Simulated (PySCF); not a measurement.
# WOF3: other spin states and a change of charge

How does WOF3 respond at fixed geometry? The runs cover other spin states and a change of charge. It is a constructed species; whether it can be made isn't addressed.

Program: PySCF 2.14.0. Level of theory: r2SCAN, W def2-SVP with ECP60, O def2-SVP, F def2-SVP; scalar-relativistic core potentials, no spin–orbit coupling. These are calculated values, not measurements.

5 further runs of the same task are left out: 2 for a known fault of the program, 1 that didn't finish, 2 set aside as unsound or not needed. Runs told in other sessions of the task aren't counted.

### 1 Where the work starts

5 atoms, charge 0, spin multiplicity 2.

Bond lengths: W1–O2 1.702 Å, W1–F3 1.884 Å, W1–F4 1.854 Å, W1–F5 1.855 Å. Angles: O2–W1–F3 132.0°, O2–W1–F4 102.0°, O2–W1–F5 101.8°, F3–W1–F4 95.4°, F3–W1–F5 95.4°, F4–W1–F5 136.0°.

As a file:

```
W    -0.04624    0.09472   -0.05111
O     1.05239    1.17007    0.67828
F    -1.25259   -1.15750    0.67366
F     1.08815   -1.16887   -0.79593
F    -1.35187    1.25240   -0.67973
```

Formal oxidation states: W +5. An earlier session relaxed this geometry at r2SCAN, W def2-SVP with ECP60, O def2-SVP, F def2-SVP (doublet, point group Cs).

Its energy there is -441.613601 Eh.

### 2 Multiplicity 4 at the relaxed geometry

The input, run.py (the lines that set the calculation):

```python
mol = gto.M(atom='''
W     -0.04624     0.09472    -0.05111
O      1.05239     1.17007     0.67828
F     -1.25259    -1.15750     0.67366
F      1.08815    -1.16887    -0.79593
F     -1.35187     1.25240    -0.67973''',
    basis={'W': 'def2-SVP', 'O': 'def2-SVP', 'F': 'def2-SVP'},
    ecp={'W': 'def2-SVP'},
    charge=0, spin=3)
mf = dft.UKS(mol, xc='R2SCAN')
mf.grids.atom_grid = (50, 194)
mf = mf.density_fit()  # fitting sets: W def2-universal-JKFIT, O def2-universal-JKFIT, F def2-universal-JKFIT
mf.conv_tol = 1e-08; mf.max_cycle = 55
mf.kernel(dm0)  # dm0: free metal ions and neutral atoms
```

Run with:

```sh
OMP_NUM_THREADS=2 python run.py
```

The log of the run:

```text
init E= -457.462225944207
cycle= 1 E= -436.283664568415  delta_E= 21.2  |g|= 3.71  |ddm|= 3.62
cycle= 2 E= -429.096954461449  delta_E= 7.19  |g|= 4.76  |ddm|= 6.25
cycle= 3 E= -439.732898695353  delta_E= -10.6  |g|= 1.87  |ddm|= 5.11
cycle= 4 E= -437.414132484403  delta_E= 2.32  |g|= 2.77  |ddm|= 2.94
cycle= 5 E= -441.301125940676  delta_E= -3.89  |g|= 0.514  |ddm|= 2.12
cycle= 6 E= -441.052342263206  delta_E= 0.249  |g|= 0.916  |ddm|= 1.26
cycle= 7 E= -441.377695628008  delta_E= -0.325  |g|= 0.327  |ddm|= 0.943
cycle= 8 E= -441.400099340727  delta_E= -0.0224  |g|= 0.236  |ddm|= 0.127
cycle= 9 E= -441.415562225838  delta_E= -0.0155  |g|= 0.154  |ddm|= 0.103
cycle= 10 E= -441.423383498618  delta_E= -0.00782  |g|= 0.083  |ddm|= 0.128
cycle= 11 E= -441.426048233674  delta_E= -0.00266  |g|= 0.0238  |ddm|= 0.0746
cycle= 12 E= -441.426308582626  delta_E= -0.00026  |g|= 0.00281  |ddm|= 0.0227
cycle= 13 E= -441.426311307519  delta_E= -2.72e-06  |g|= 0.00119  |ddm|= 0.00299
cycle= 14 E= -441.426311875847  delta_E= -5.68e-07  |g|= 0.000461  |ddm|= 0.00126
cycle= 15 E= -441.426311990396  delta_E= -1.15e-07  |g|= 8.33e-05  |ddm|= 0.00068
cycle= 16 E= -441.426312010103  delta_E= -1.97e-08  |g|= 5.98e-05  |ddm|= 0.000403
cycle= 17 E= -441.426312024436  delta_E= -1.43e-08  |g|= 6.09e-05  |ddm|= 0.000301
cycle= 18 E= -441.426312007232  delta_E= 1.72e-08  |g|= 5.92e-05  |ddm|= 0.000362
cycle= 19 E= -441.426311873209  delta_E= 1.34e-07  |g|= 3.11e-05  |ddm|= 0.00448
cycle= 20 E= -441.426311861819  delta_E= 1.14e-08  |g|= 1.24e-05  |ddm|= 0.00142
cycle= 21 E= -441.426311861449  delta_E= 3.7e-10  |g|= 1.04e-05  |ddm|= 0.000319
Extra cycle  E= -441.426311861372  delta_E= 7.73e-11  |g|= 2.35e-05  |ddm|= 4.19e-05
converged SCF energy = -441.426311861372  <S^2> = 3.7566724  2S+1 = 4.0033348
```

Run time: 5.9 s. Hardware: 2 threads of Arm Neoverse V1, shared host.

Result: E = -441.426312 Eh (+5.096 eV from the relaxed state), HOMO -4.20 eV, LUMO -9.01 eV (over both spins), ⟨S²⟩ = 3.757, Mulliken charge on W1 +1.09 e. An empty level of one spin lies below a filled level of the other.

### 3 One electron removed, multiplicity 1

Changes to run.py (the lines that set the calculation) since step 2:

```diff
@@ -8,4 +8,4 @@
     ecp={'W': 'def2-SVP'},
-    charge=0, spin=3)
-mf = dft.UKS(mol, xc='R2SCAN')
+    charge=1, spin=0)
+mf = dft.RKS(mol, xc='R2SCAN')
 mf.grids.atom_grid = (50, 194)
@@ -13,2 +13,2 @@
 mf.conv_tol = 1e-08; mf.max_cycle = 55
-mf.kernel(dm0)  # dm0: free metal ions and neutral atoms
+mf.kernel(dm0)  # dm0: the density of the relaxed state
```

Run with:

```sh
OMP_NUM_THREADS=2 python run.py
```

The log of the run:

```text
init E= -441.590490497802
  HOMO = -0.353345337012942  LUMO = -0.191314720632946  gap/eV = 4.40908
cycle= 1 E= -441.224560087178  delta_E= 0.366  |g|= 0.373  |ddm|= 1.21
  HOMO = -0.651016080498555  LUMO = -0.547340502894084  gap/eV = 2.82116
cycle= 2 E= -440.955630936101  delta_E= 0.269  |g|= 1.24  |ddm|= 1.24
  HOMO = -0.660256304392274  LUMO = -0.49900426094127  gap/eV = 4.38789
cycle= 3 E= -441.2419353456  delta_E= -0.286  |g|= 0.335  |ddm|= 0.947
  HOMO = -0.61548414589927  LUMO = -0.474585403512361  gap/eV = 3.83405
cycle= 4 E= -441.24793440105  delta_E= -0.006  |g|= 0.279  |ddm|= 0.375
  HOMO = -0.621012136685971  LUMO = -0.472119259935159  gap/eV = 4.05158
cycle= 5 E= -441.26340686186  delta_E= -0.0155  |g|= 0.0269  |ddm|= 0.184
  HOMO = -0.619413703241373  LUMO = -0.469551559628179  gap/eV = 4.07796
cycle= 6 E= -441.263474293689  delta_E= -6.74e-05  |g|= 0.0209  |ddm|= 0.0286
  HOMO = -0.619648667153477  LUMO = -0.469364019770854  gap/eV = 4.08945
cycle= 7 E= -441.263559609308  delta_E= -8.53e-05  |g|= 0.0016  |ddm|= 0.0152
  HOMO = -0.619600724288283  LUMO = -0.469367800521876  gap/eV = 4.08805
cycle= 8 E= -441.263560079313  delta_E= -4.7e-07  |g|= 0.000307  |ddm|= 0.001
  HOMO = -0.61959793516616  LUMO = -0.469368596719249  gap/eV = 4.08795
cycle= 9 E= -441.263560096685  delta_E= -1.74e-08  |g|= 4.3e-05  |ddm|= 0.00021
  HOMO = -0.619597282444067  LUMO = -0.469368469363793  gap/eV = 4.08793
cycle= 10 E= -441.263560096486  delta_E= 1.99e-10  |g|= 5.42e-05  |ddm|= 6.1e-05
  HOMO = -0.619596189864236  LUMO = -0.469368396001375  gap/eV = 4.08791
Extra cycle  E= -441.263560091264  delta_E= 5.22e-09  |g|= 0.000172  |ddm|= 0.000155
converged SCF energy = -441.263560091264
```

Run time: 2 s. Hardware: 2 threads of Arm Neoverse V1, shared host.

It gives: E = -441.263560 Eh (+9.525 eV from the relaxed state), HOMO -16.86 eV, LUMO -12.77 eV, Mulliken charge on W1 +1.70 e. 

### 4 One electron removed, multiplicity 3

Changes to run.py (the lines that set the calculation) since step 3:

```diff
@@ -8,4 +8,4 @@
     ecp={'W': 'def2-SVP'},
-    charge=1, spin=0)
-mf = dft.RKS(mol, xc='R2SCAN')
+    charge=1, spin=2)
+mf = dft.UKS(mol, xc='R2SCAN')
 mf.grids.atom_grid = (50, 194)
```

Run with:

```sh
OMP_NUM_THREADS=2 python run.py
```

The log of the run:

```text
init E= -441.613599492649
cycle= 1 E= -441.047158385249  delta_E= 0.566  |g|= 0.428  |ddm|= 0.676
cycle= 2 E= -439.953017864579  delta_E= 1.09  |g|= 1.57  |ddm|= 1.44
cycle= 3 E= -441.079675208551  delta_E= -1.13  |g|= 0.376  |ddm|= 1.27
cycle= 4 E= -441.097307367315  delta_E= -0.0176  |g|=  0.3  |ddm|= 0.452
cycle= 5 E= -441.133938048967  delta_E= -0.0366  |g|= 0.0682  |ddm|= 0.23
cycle= 6 E= -441.131685078505  delta_E= 0.00225  |g|=  0.1  |ddm|= 0.128
cycle= 7 E= -441.136042473229  delta_E= -0.00436  |g|= 0.0148  |ddm|= 0.0769
cycle= 8 E= -441.136171053592  delta_E= -0.000129  |g|= 0.00309  |ddm|= 0.0198
cycle= 9 E= -441.136185717197  delta_E= -1.47e-05  |g|= 0.00224  |ddm|= 0.0103
cycle= 10 E= -441.136191404761  delta_E= -5.69e-06  |g|= 0.00292  |ddm|= 0.00804
cycle= 11 E= -441.136198433997  delta_E= -7.03e-06  |g|= 0.00131  |ddm|= 0.00686
cycle= 12 E= -441.136202977664  delta_E= -4.54e-06  |g|= 0.000401  |ddm|= 0.0108
cycle= 13 E= -441.136203596966  delta_E= -6.19e-07  |g|= 0.000232  |ddm|= 0.00402
cycle= 14 E= -441.136203796863  delta_E= -2e-07  |g|= 0.000222  |ddm|= 0.00126
cycle= 15 E= -441.136203784726  delta_E= 1.21e-08  |g|= 0.000222  |ddm|= 7.64e-05
cycle= 16 E= -441.136202834603  delta_E= 9.5e-07  |g|= 0.00019  |ddm|= 0.00691
cycle= 17 E= -441.136201820923  delta_E= 1.01e-06  |g|= 0.000152  |ddm|= 0.013
cycle= 18 E= -441.136201732446  delta_E= 8.85e-08  |g|= 0.000128  |ddm|= 0.00318
cycle= 19 E= -441.136201710639  delta_E= 2.18e-08  |g|= 2.43e-05  |ddm|= 0.00231
cycle= 20 E= -441.13620170876  delta_E= 1.88e-09  |g|= 1.31e-05  |ddm|= 0.00071
Extra cycle  E= -441.136201708526  delta_E= 2.33e-10  |g|= 2.88e-05  |ddm|= 3.84e-05
converged SCF energy = -441.136201708526  <S^2> = 2.0067772  2S+1 = 3.0045147
```

Run time: 5.2 s. Hardware: 2 threads of Arm Neoverse V1, shared host.

Result: E = -441.136202 Eh (+12.991 eV from the relaxed state), HOMO -13.50 eV, LUMO -16.24 eV (over both spins), ⟨S²⟩ = 2.007, Mulliken charge on W1 +1.56 e. An empty level of one spin lies below a filled level of the other.

### 5 One electron added, multiplicity 1

Changes to run.py (the lines that set the calculation) since step 4:

```diff
@@ -8,4 +8,4 @@
     ecp={'W': 'def2-SVP'},
-    charge=1, spin=2)
-mf = dft.UKS(mol, xc='R2SCAN')
+    charge=-1, spin=0)
+mf = dft.RKS(mol, xc='R2SCAN')
 mf.grids.atom_grid = (50, 194)
```

Run with:

```sh
OMP_NUM_THREADS=2 python run.py
```

The log of the run:

```text
init E= -441.590490497802
  HOMO = -0.191314720632946  LUMO = -0.148290591556712  gap/eV = 1.17075
cycle= 1 E= -441.593986221591  delta_E= -0.0035  |g|= 0.419  |ddm|= 1.12
  HOMO = 0.157084204560206  LUMO = 0.218684987541615  gap/eV = 1.67624
cycle= 2 E= -441.345043363026  delta_E= 0.249  |g|= 1.01  |ddm|= 3.57
  HOMO = 0.0756480784669549  LUMO = 0.118405633381894  gap/eV = 1.16349
cycle= 3 E= -441.63647314441  delta_E= -0.291  |g|= 0.277  |ddm|= 2.66
  HOMO = 0.0646731826150209  LUMO = 0.10779060960904  gap/eV = 1.17328
cycle= 4 E= -441.648914947922  delta_E= -0.0124  |g|= 0.0996  |ddm|= 0.253
  HOMO = 0.0654367746998368  LUMO = 0.108108638394061  gap/eV = 1.16116
cycle= 5 E= -441.65054299071  delta_E= -0.00163  |g|= 0.0532  |ddm|= 0.121
  HOMO = 0.0672470042582631  LUMO = 0.111094702322021  gap/eV = 1.19316
cycle= 6 E= -441.651083960841  delta_E= -0.000541  |g|= 0.00699  |ddm|= 0.0557
  HOMO = 0.0672190554560075  LUMO = 0.110977845972897  gap/eV = 1.19074
cycle= 7 E= -441.651092051889  delta_E= -8.09e-06  |g|= 0.00209  |ddm|= 0.00571
  HOMO = 0.0671621175043917  LUMO = 0.110886469958558  gap/eV = 1.18980
cycle= 8 E= -441.651092744208  delta_E= -6.92e-07  |g|= 0.00112  |ddm|= 0.00301
  HOMO = 0.0671274439532326  LUMO = 0.110865267261101  gap/eV = 1.19017
cycle= 9 E= -441.651092998923  delta_E= -2.55e-07  |g|= 0.000108  |ddm|= 0.00119
  HOMO = 0.0671222211886118  LUMO = 0.110859332008655  gap/eV = 1.19015
cycle= 10 E= -441.651093001008  delta_E= -2.08e-09  |g|= 2.87e-05  |ddm|= 0.000125
  HOMO = 0.0671205429470696  LUMO = 0.110857320926097  gap/eV = 1.19014
Extra cycle  E= -441.651093000605  delta_E= 4.02e-10  |g|= 5.35e-05  |ddm|= 7.33e-05
converged SCF energy = -441.651093000605
```

Wall time 2.1 s (2 threads of Arm Neoverse V1, shared host).

It gives: E = -441.651093 Eh (-1.020 eV from the relaxed state), HOMO 1.83 eV, LUMO 3.02 eV, Mulliken charge on W1 +0.57 e. The highest filled level lies above zero; it isn't the detachment energy.

### 6 One electron added, multiplicity 3

Changes to run.py (the lines that set the calculation) since step 5:

```diff
@@ -8,4 +8,4 @@
     ecp={'W': 'def2-SVP'},
-    charge=-1, spin=0)
-mf = dft.RKS(mol, xc='R2SCAN')
+    charge=-1, spin=2)
+mf = dft.UKS(mol, xc='R2SCAN')
 mf.grids.atom_grid = (50, 194)
```

Run with:

```sh
OMP_NUM_THREADS=2 python run.py
```

The log of the run:

```text
init E= -441.613599492649
  HOMO = -0.154975098456  LUMO = -0.143551166397  gap/eV = 0.31086
cycle= 1 E= -441.58033842059  delta_E= 0.0333  |g|= 0.33  |ddm|= 1.12
cycle= 2 E= -441.174051951334  delta_E= 0.406  |g|= 0.835  |ddm|= 2.24
  HOMO = 0.091379914377  LUMO = 0.111139478661  gap/eV = 0.53769
cycle= 3 E= -441.612532267647  delta_E= -0.438  |g|= 0.278  |ddm|= 2.04
  HOMO = 0.0805646230488  LUMO = 0.103716658913  gap/eV = 0.63000
cycle= 4 E= -441.639492506941  delta_E= -0.027  |g|= 0.0862  |ddm|= 0.176
  HOMO = 0.0888193854534  LUMO = 0.115924952438  gap/eV = 0.73758
cycle= 5 E= -441.641787494712  delta_E= -0.00229  |g|= 0.0689  |ddm|= 0.11
  HOMO = 0.0944084611224  LUMO = 0.12302256399  gap/eV = 0.77863
cycle= 6 E= -441.643651201884  delta_E= -0.00186  |g|= 0.00584  |ddm|= 0.0591
  HOMO = 0.0950490642687  LUMO = 0.124000928891  gap/eV = 0.78782
cycle= 7 E= -441.643668683268  delta_E= -1.75e-05  |g|= 0.00221  |ddm|= 0.00784
  HOMO = 0.0951156319827  LUMO = 0.124139190849  gap/eV = 0.78977
cycle= 8 E= -441.643670331916  delta_E= -1.65e-06  |g|= 0.00135  |ddm|= 0.00307
  HOMO = 0.0951135896657  LUMO = 0.124185756245  gap/eV = 0.79109
cycle= 9 E= -441.643671140794  delta_E= -8.09e-07  |g|= 0.000368  |ddm|= 0.00138
  HOMO = 0.0950877464245  LUMO = 0.124186812478  gap/eV = 0.79183
cycle= 10 E= -441.643671272371  delta_E= -1.32e-07  |g|= 0.000108  |ddm|= 0.000872
  HOMO = 0.0950745850052  LUMO = 0.124185564971  gap/eV = 0.79215
cycle= 11 E= -441.643671282827  delta_E= -1.05e-08  |g|= 2.99e-05  |ddm|= 0.000248
  HOMO = 0.0950738796701  LUMO = 0.124184206389  gap/eV = 0.79213
cycle= 12 E= -441.643671283324  delta_E= -4.96e-10  |g|= 1.05e-05  |ddm|= 4.18e-05
  HOMO = 0.0950750240015  LUMO = 0.124185567798  gap/eV = 0.79214
Extra cycle  E= -441.64367128334  delta_E= -1.61e-11  |g|= 1.11e-05  |ddm|= 2.23e-05
converged SCF energy = -441.64367128334  <S^2> = 2.008273  2S+1 = 3.0055103
```

It took 3.4 s on 2 threads of Arm Neoverse V1, shared host.

Result: E = -441.643671 Eh (-0.818 eV from the relaxed state), HOMO 2.59 eV, LUMO 3.38 eV (over both spins), ⟨S²⟩ = 2.008, Mulliken charge on W1 +0.71 e. The highest filled level lies above zero; it isn't the detachment energy.

### 7 The states side by side

| state | energy from the relaxed state (eV) | ⟨S²⟩ | time |
| --- | --- | --- | --- |
| charge 0, doublet, vacuum (relaxed) | 0 | 0.75 |  |
| charge -1, singlet, vacuum | -1.02 | 0.00 | 2.1 s |
| charge -1, triplet, vacuum | -0.82 | 2.01 | 3.4 s |
| charge 0, quartet, vacuum | 5.10 | 3.76 | 5.9 s |
| charge +1, singlet, vacuum | 9.53 | 0.00 | 2 s |
| charge +1, triplet, vacuum | 12.99 | 2.01 | 5.2 s |

An electron taken off or put on is at rest in vacuum. 

Removing an electron vertically costs 9.53 eV (singlet), against −HOMO = 6.13 eV. Adding an electron vertically releases 1.02 eV (singlet). The quartet lies 5.10 eV above at this geometry. These are double-zeta-type bases without diffuse functions. Spin–orbit coupling is left out for this open shell, where it can reorder the states. Open shells may have lower solutions than the one found.
